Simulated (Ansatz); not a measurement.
# C2H6BCl: the cost of one run

All numbers below are computed with Ansatz 0.2.0 (RKS PBE0/def2-SVP).

## (1) The system as given

Bond lengths: B1–C2 1.530 Å, C2–C3 1.500 Å, C3–Cl4 1.835 Å, B1–H5 1.236 Å, B1–H6 1.218 Å, C2–H7 1.103 Å, C2–H8 1.079 Å, C3–H9 1.168 Å, C3–H10 1.137 Å. Angles (14 of 15 angles, heavy atoms first): B1–C2–C3 110.9°, C2–C3–Cl4 114.8°, B1–C2–H7 110.7°, B1–C2–H8 109.3°, C3–C2–H7 108.3°, C3–C2–H8 107.7°, C2–B1–H5 121.5°, C2–B1–H6 123.9°, C2–C3–H9 112.4°, C2–C3–H10 110.3°, Cl4–C3–H9 108.3°, Cl4–C3–H10 106.2°, H7–C2–H8 110.0°, H5–B1–H6 114.6°.

Coordinates:

```xyz
10

B    -1.1835    0.7184   -0.2129
C    -0.3601   -0.5588   -0.0347
C     1.0663   -0.2330    0.2946
Cl    2.0237    0.5076   -1.0849
H    -1.7669    0.9672   -1.2732
H    -1.3467    1.5486    0.6632
H    -0.3727   -1.1625   -0.9580
H    -0.7630   -1.1322    0.7859
H     1.1598    0.4681    1.2237
H     1.6263   -1.1745    0.5991
```

## (2) End point A

The input, input.yaml:

```yaml
crystal:
  periodic: [false, false, false]
  atoms:
    - { symbol: B, position_ang: [-1.1835, 0.7184, -0.2129] }
    - { symbol: C, position_ang: [-0.3601, -0.5588, -0.0347] }
    - { symbol: C, position_ang: [1.0663, -0.233, 0.2946] }
    - { symbol: Cl, position_ang: [2.0237, 0.5076, -1.0849] }
    - { symbol: H, position_ang: [-1.7669, 0.9672, -1.2732] }
    - { symbol: H, position_ang: [-1.3467, 1.5486, 0.6632] }
    - { symbol: H, position_ang: [-0.3727, -1.1625, -0.958] }
    - { symbol: H, position_ang: [-0.763, -1.1322, 0.7859] }
    - { symbol: H, position_ang: [1.1598, 0.4681, 1.2237] }
    - { symbol: H, position_ang: [1.6263, -1.1745, 0.5991] }
basis:
  gaussian: { orbitals: def2-SVP }
hamiltonian:
  xc: pbe0
relax:
  f_tol: 0.015
  max_steps: 40
```

Started as:

```
ansatz run input.yaml --threads 1 --pin off --max-ram 2048MiB --backend cpu --events-out ev --progress --plain --runs-dir out
```

What time and memory should one allow on 1 thread of Intel Xeon Platinum 8559C (Emerald Rapids), shared host?

About 43 s, with a peak of 0.19 GiB.
